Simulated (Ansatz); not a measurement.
**CH₈N₂OSi: basis-set convergence**

How large a basis does CH₈N₂OSi need? Two functionals are run in growing sets.

Method: one geometry, several basis sets; program: Ansatz 0.2.0, Gaussian basis.

Levels to be run: PBE0-D4/def2-SVP; ωB97M-V/def2-SVP; PBE0-D4/def2-QZVPP; ωB97M-V/def2-QZVPP; the functionals' def2-TZVPP values are taken from earlier runs.

**1. Structure used throughout**

An earlier PBE0-D4 in a triple-zeta def2 set relaxation fixed the geometry.

SMILES `CO[SiH](N)N`, 13 atoms, charge 0, spin multiplicity 1.

Atoms are counted from 1 here; the program's logs count them from 0.

Bond lengths: C1–O2 1.404 Å, C1–H6 1.093 Å, C1–H7 1.096 Å, C1–H8 1.097 Å, O2–Si3 1.645 Å, Si3–N4 1.700 Å, Si3–N5 1.707 Å, Si3–H9 1.492 Å, N4–H10 1.007 Å, N4–H11 1.007 Å, N5–H12 1.006 Å, N5–H13 1.006 Å. Angles: O2–C1–H6 108.9°, O2–C1–H7 111.2°, O2–C1–H8 112.0°, H6–C1–H7 108.1°, H6–C1–H8 108.3°, H7–C1–H8 108.2°, C1–O2–Si3 124.2°, O2–Si3–N4 115.0°, O2–Si3–N5 106.8°, O2–Si3–H9 105.8°, N4–Si3–N5 106.5°, N4–Si3–H9 106.3°, N5–Si3–H9 116.6°, Si3–N4–H10 120.2°, Si3–N4–H11 120.8°, H10–N4–H11 111.9°, Si3–N5–H12 121.0°, Si3–N5–H13 121.6° and more.

**2. PBE0-D4 in def2-SVP**

The input, in.yaml:

```yaml
crystal:
  periodic: [false, false, false]
  atoms:
    - {symbol: C, position_ang: [-1.761113, 0.741245, 0.885577]}
    - {symbol: O, position_ang: [-1.072184, -0.168224, 0.067967]}
    - {symbol: Si, position_ang: [0.566717, -0.294248, 0.001362]}
    - {symbol: N, position_ang: [1.152103, -1.823757, -0.452877]}
    - {symbol: N, position_ang: [1.099178, 0.803711, -1.192612]}
    - {symbol: H, position_ang: [-2.736817, 0.320105, 1.139259]}
    - {symbol: H, position_ang: [-1.925296, 1.694179, 0.368636]}
    - {symbol: H, position_ang: [-1.220942, 0.945268, 1.818820]}
    - {symbol: H, position_ang: [1.050586, -0.055534, 1.392217]}
    - {symbol: H, position_ang: [1.040387, -2.148106, -1.399853]}
    - {symbol: H, position_ang: [1.169876, -2.585233, 0.205105]}
    - {symbol: H, position_ang: [0.585903, 1.646585, -1.385963]}
    - {symbol: H, position_ang: [2.072203, 0.889409, -1.433037]}
basis:
  gaussian: {orbitals: def2-SVP}
hamiltonian: {xc: pbe0, dispersion: d4}
output: {orbitals: {seedname: orbitals}}
```

Further steps of the session: ωB97M-V in def2-SVP; PBE0-D4 in def2-QZVPP; ωB97M-V in def2-QZVPP.

Q: Predict the results of all the runs planned. Wanted: PBE0-D4: double and triple zeta above quadruple; ωB97M-V: double and triple zeta above quadruple.

As calculated:

| quantity | value |
| --- | --- |
| PBE0-D4: double and triple zeta above quadruple | 11.21, 0.67 eV |
| ωB97M-V: double and triple zeta above quadruple | 11.45, 0.63 eV |

In words: PBE0-D4 gains 10.54 eV from double to triple zeta, then 0.67 eV more. These are total energies; as a rule much of such shifts cancels in differences, which this series doesn't test. The LUMO of ωB97M-V is positive and keeps falling with the basis (3.46 to 1.83 eV): an unbound level that the basis holds in place.
